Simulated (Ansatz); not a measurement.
What does this script print? It uses Ansatz 0.2.0, Python API.

`ch6ges2.xyz`
```text
10

C    -0.29670    1.44690   -1.10520
S     0.39000    1.50070    0.54320
S     1.61160   -0.17310    0.12570
Ge    0.26130   -1.58250    1.03170
H     0.44660    1.62760   -1.90120
H    -1.07740    2.33740   -1.19570
H    -0.84350    0.53310   -1.29130
H     0.80180   -3.01370    0.96560
H    -0.06450   -1.18800    2.55620
H    -1.14610   -1.53950    0.27400
```

`run_freq.py`
```python
"""Harmonic frequencies of CH6GeS2 at its relaxed geometry."""

import ansatz as az
import numpy as np

geometry = az.Crystal.molecule_from_extxyz("ch6ges2.xyz")

calc = geometry.calculation()
calc = calc.basis(gaussian="def2-SVP").functional("b3lyp")
calc = calc.scf(lower_state_search="off")
symbols = [site.symbol for site in geometry.cartesian_sites]
start = np.array([site.position_ang for site in geometry.cartesian_sites], dtype=float)
data = calc.relax(force_tolerance=0.003).run(threads=1, backend="cpu").report
end = np.array(data["positions_ang"])

print("final positions (A) and the move of each atom")
for symbol, xyz, old in zip(symbols, end, start):
    print(f"{symbol:2s} {xyz[0]:10.5f} {xyz[1]:10.5f} {xyz[2]:10.5f}   {np.linalg.norm(xyz - old):7.4f}")

# same settings at the minimum
minimum = az.Crystal.molecule()
for symbol, xyz in zip(symbols, end):
    minimum = minimum.atom(symbol, xyz.tolist())
vibrating = (
    minimum.calculation()
    .basis(gaussian="def2-SVP")
    .functional("b3lyp")
    .scf(lower_state_search="off")
    .phonons(temperatures=(298.15, 498.15, 100))
)
vib = vibrating.run(threads=1, backend="cpu").report["vibrations"]
sums = vib["harmonic_sums"]
modes = [m["omega_inv_cm"] for m in sums["modes_at_gamma"] if m["rigid_motion"] == "no"]
for number, w in enumerate(modes, start=1):
    print(f"mode {number:2d} {w:9.1f} 1/cm {w / 8065.544 * 1000:8.2f} meV")
print("imaginary modes:", sum(w < 0 for w in modes), " zero-point energy:", round(sums["zero_point_energy_ev"], 4), "eV")
print("T (K)   F_vib (eV)   S_vib (meV/K)   C_vib (meV/K)")
for row in zip(sums["temperatures_k"], sums["vibrational_free_energy_ev"], vib["entropy_ev_per_k"], vib["heat_capacity_ev_per_k"]):
    print(f"{row[0]:6.1f} {row[1]:11.4f} {1000 * row[2]:13.4f} {1000 * row[3]:15.4f}")
```

`python run_freq.py` gives:
```text
final positions (A) and the move of each atom
C    -0.35579    1.59452   -1.22132    0.1969
S     0.45362    1.54158    0.41539    0.1485
S     1.63566   -0.19896    0.26624    0.1449
Ge    0.20591   -1.71378    1.15300    0.1871
H     0.38917    1.66271   -2.02630    0.1421
H    -0.97282    2.50725   -1.21848    0.2008
H    -1.00483    0.72109   -1.37729    0.2622
H     0.92445   -3.07665    1.05774    0.1658
H    -0.09205   -1.35449    2.62034    0.1805
H    -1.10021   -1.73437    0.33368    0.2089
mode  1      71.4 1/cm     8.85 meV
mode  2     116.7 1/cm    14.47 meV
mode  3     124.0 1/cm    15.38 meV
mode  4     179.1 1/cm    22.21 meV
mode  5     239.2 1/cm    29.66 meV
mode  6     377.8 1/cm    46.84 meV
mode  7     465.6 1/cm    57.73 meV
mode  8     557.2 1/cm    69.08 meV
mode  9     562.3 1/cm    69.72 meV
mode 10     688.6 1/cm    85.37 meV
mode 11     828.0 1/cm   102.66 meV
mode 12     863.8 1/cm   107.10 meV
mode 13     882.0 1/cm   109.35 meV
mode 14     961.6 1/cm   119.22 meV
mode 15     961.9 1/cm   119.26 meV
mode 16    1325.4 1/cm   164.33 meV
mode 17    1431.5 1/cm   177.49 meV
mode 18    1453.5 1/cm   180.22 meV
mode 19    2121.0 1/cm   262.97 meV
mode 20    2132.9 1/cm   264.45 meV
mode 21    2141.9 1/cm   265.57 meV
mode 22    3035.2 1/cm   376.32 meV
mode 23    3138.3 1/cm   389.10 meV
mode 24    3153.0 1/cm   390.92 meV
imaginary modes: 0  zero-point energy: 1.7241 eV
T (K)   F_vib (eV)   S_vib (meV/K)   C_vib (meV/K)
 298.1      1.6128        0.7975          0.7926
 398.1      1.5201        1.0535          0.9798
 498.1      1.4027        1.2899          1.1307
```

Notes:
- These settings explore the input space; basis and method may be short of convergence.
- The frequencies are harmonic and unscaled, in a modest basis. The result belongs to the one conformer reached from this start, and soft torsions count as harmonic oscillators.
- b3lyp holds the VWN-RPA fit, as in Gaussian; the form of ORCA and Turbomole is b3lyp5.
- It ran for 5.5 min on 1 thread of Arm Neoverse V1, on a shared host, peak memory 0.33 GiB.

(Lines on the test bed's own set-up are left out of the output.)
